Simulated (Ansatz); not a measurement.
Ge2Sb2Te5:

```
CELL_PARAMETERS angstrom
4.29406 0.00000 0.00000
-2.14703 3.71877 0.00000
0.00000 0.00000 17.10135
ATOMIC_POSITIONS crystal
Te 0.66667 0.33333 0.41989
Te 0.33333 0.66667 0.58011
Te 0.33333 0.66667 0.20154
Te 0.66667 0.33333 0.79846
Te 0.00000 0.00000 0.00000
Sb 0.00000 0.00000 0.32007
Sb 0.00000 0.00000 0.67993
Ge 0.66667 0.33333 0.10290
Ge 0.33333 0.66667 0.89711
```

The cell comes from a database or a generator and needn't be the stable form of this composition.

| Property | Result |
| --- | --- |
| Program | Ansatz 0.2.0 |
| Task | relaxation of cell and atoms |
| Functional | RPBE |
| Dispersion | D4 |
| Potentials or basis | Ansatz PAW |
| Cutoff | 420 eV (not typed: the program's choice for these potentials) |
| k mesh | 7 × 7 × 2 |
| Occupations | fermi-dirac, width 0.05 eV |
| Spin | no spin polarisation |

At the start: volume 30.34 Å³/atom.

Problem. How do energy, volume and symmetry change on relaxing?

Solution. It ends after 7 steps and the volume is 28.29 Å³/atom (-6.8 %); space group P-3m1 (No. 164, to 0.05 Å).

Step by step:
```
step  energy change (eV)  largest force (eV/Å)  volume (Å³)
   1              0.0000                0.1918       273.09
   2             -0.1096                0.5677       253.43
   3             -0.1277                0.2526       248.63
   4             -0.1677                0.0713       257.70
   5             -0.1753                0.0182       254.66
   6             -0.1754                0.0012       254.64
   7             -0.1723                0.0011       254.64
```

Final structure:
```
CELL_PARAMETERS angstrom
4.18997 0.00000 0.00000
-2.09498 3.62862 0.00000
0.00000 0.00000 16.74833
ATOMIC_POSITIONS crystal
Te 0.66667 0.33333 0.42246
Te 0.33333 0.66667 0.57754
Te 0.33333 0.66667 0.19925
Te 0.66667 0.33333 0.80075
Te 0.00000 0.00000 0.00000
Sb 0.00000 0.00000 0.31850
Sb 0.00000 0.00000 0.68150
Ge 0.66667 0.33333 0.10080
Ge 0.33333 0.66667 0.89920
```

Caveat: the plane-wave basis is chosen anew once the cell has moved, so the energies of steps on either side of that aren't comparable; pairwise dispersion overbinds metals, which lowers pressure and volume; the PAW data sets come from PBE, with cores solved anew for the run's functional, which leaves a small shift of forces and pressure.
